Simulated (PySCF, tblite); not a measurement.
# C7H10OP+: geometry, infrared bands and NMR shifts

Aim: predict the infrared bands and NMR shifts of C7H10OP+ (`C#C[PH+]1CCC(=O)CC1`).

Computed with tblite 0.8.0 and PySCF 2.14.0, with density-fitted response routines of our own, on a single molecule in the gas phase. Atoms are numbered from 0 throughout.

## 1. Starting geometry

19 atoms, charge 1, multiplicity 1; geometry from: force field or distance geometry start.

Bonds of the start (Å): C0–C1 1.21, C1–P2 1.80, P2–C3 1.79, C3–C4 1.53, C4–C5 1.52, C5–O6 1.23, C5–C7 1.52, C7–C8 1.52, C8–P2 1.80, C0–H9 1.06, P2–H10 1.41, C3–H11 1.10, C3–H12 1.10, C4–H13 1.09, C4–H14 1.09, C7–H15 1.09, C7–H16 1.10, C8–H17 1.10, C8–H18 1.09.

## 2. Geometry optimisation with GFN2-xTB

The job: settings as JSON, then the geometry in Å.

```
{"job": {"kind": "relax", "xc": "GFN2-xTB", "basis": "xTB"}, "charge": 1, "multiplicity": 1}
C      3.081600     0.135200     0.598100
C      2.127700    -0.116600    -0.110000
P      0.721200    -0.518200    -1.157500
C     -0.337200    -1.559300    -0.150200
C     -0.831400    -0.898000     1.135500
C     -1.554400     0.394400     0.797700
O     -2.729900     0.568400     1.096500
C     -0.735300     1.488600     0.130800
C     -0.235300     1.010000    -1.226300
H      3.907100     0.365600     1.221000
H      1.098100    -1.054500    -2.406900
H     -1.197800    -1.865500    -0.755300
H      0.207100    -2.479600     0.118300
H      0.000700    -0.663100     1.803300
H     -1.521400    -1.552700     1.662900
H      0.083800     1.753800     0.802000
H     -1.370500     2.374700     0.009100
H     -1.094900     0.828500    -1.891600
H      0.371000     1.797400    -1.684900
```

Run with:

```sh
OMP_NUM_THREADS=1 python probes_run.py task.json out
```

This one command runs all jobs of the session in turn.

**Question.** This job is followed by: GFN2-xTB harmonic vibrations, gas phase; GIAO PBE0/pcSseg-1 NMR shielding, non-relativistic, gas phase. What will the session give for the following? strongest single infrared mode (GFN2-xTB); zero-point energy (GFN2-xTB); ¹³C shifts against TMS (PBE0/pcSseg-1, means over atoms taken as alike); ¹H shifts against TMS (PBE0/pcSseg-1, means over atoms taken as alike); ³¹P shifts against H3PO4 (PBE0/pcSseg-1); ¹⁷O shifts against H2O (PBE0/pcSseg-1).

The runs gave:

```
                                                               quantity                                   value
                              strongest single infrared mode (GFN2-xTB)                   1810 cm⁻¹, 332 km/mol
                                           zero-point energy (GFN2-xTB)                           92.5 kcal/mol
¹³C shifts against TMS (PBE0/pcSseg-1, means over atoms taken as alike)      200.2, 122.6, 61.4, 37.6, 26.6 ppm
 ¹H shifts against TMS (PBE0/pcSseg-1, means over atoms taken as alike)  6.54, 3.68, 3.22, 3.20, 3.08, 2.94 ppm
                               ³¹P shifts against H3PO4 (PBE0/pcSseg-1)                               -50.6 ppm
                                 ¹⁷O shifts against H2O (PBE0/pcSseg-1)                               736.0 ppm
```

What this shows: The optimisation took 59 steps and gained 0.272 eV; among the close pairs (by a distance rule), C1–P2 changed most, from 1.799 to 1.740 Å. No mode is imaginary among the 51: a minimum at this level. The strongest single mode, at 1810 cm⁻¹, moves mainly C5 and O6. GFN2-xTB is a fitted tight-binding method: band positions and strengths are rough. Its intensities can rank the bands wrongly. At PBE0/pcSseg-1: The widest tensor belongs to O6: span 1346 ppm, with a paramagnetic part of -793 ppm.
